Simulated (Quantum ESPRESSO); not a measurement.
**InTe2: zone-centre phonons under several settings**

```xyz
3
Lattice="0.0000 3.6301 3.6301 3.6301 0.0000 3.6301 3.6301 3.6301 0.0000" Properties=species:S:1:pos:R:3 pbc="T T T"
In    5.4451    5.4451    5.4451
Te    0.0000    0.0000    0.0000
Te    1.8150    1.8150    1.8150
```

The cell was built by a generator and needn't be a form met in nature.

All runs used Quantum ESPRESSO 7.5; k mesh 2 × 2 × 2, shifted; relaxed cell; no spin polarisation; cutoff 762 eV; occupations fermi-dirac, width 0.05 eV.

```tsv
level	potentials	volume (Å³/atom)	pressure (GPa)	lowest optical mode without the field (cm⁻¹)	highest optical mode without the field (cm⁻¹)
LDA	GBRV 1.5 LDA	32.33	0.0	135i	55
PBE	GBRV 1.5 PBE	35.65	0.0	135i	48
PBEsol	GBRV 1.5 PBEsol	?	0.0	?	?
PW91	GBRV 1.5 PBE	35.70	-0.1	134i	48
WC	GBRV 1.5 PBE	33.39	0.0	133i	54
revPBE	GBRV 1.5 PBE	36.81	0.0	135i	45
vdW-DF-cx	GBRV 1.5 PBE	33.82	-0.1	134i	56
```

Question: What stands in the row left open?

Answer: Volume 33.19 Å³/atom; lowest optical mode without the field 135i cm⁻¹; highest optical mode without the field 54 cm⁻¹.

Values marked i are imaginary: the cell is unstable against those modes at that level, or the meshes are too thin.

Caveats: all runs use coarse meshes; the mesh is thin for the phonons of a metal; some modes are imaginary; the potentials were made for another functional, which shifts forces and pressure (some runs); the volume moved by over 15 % at a fixed basis, so the end points are rough (some runs).

For the row left open. Caveat: the k mesh is coarse (spacing up to 0.75 Å⁻¹), so the values aren't converged; the mesh is thin for the phonons of a metal; some modes are imaginary.
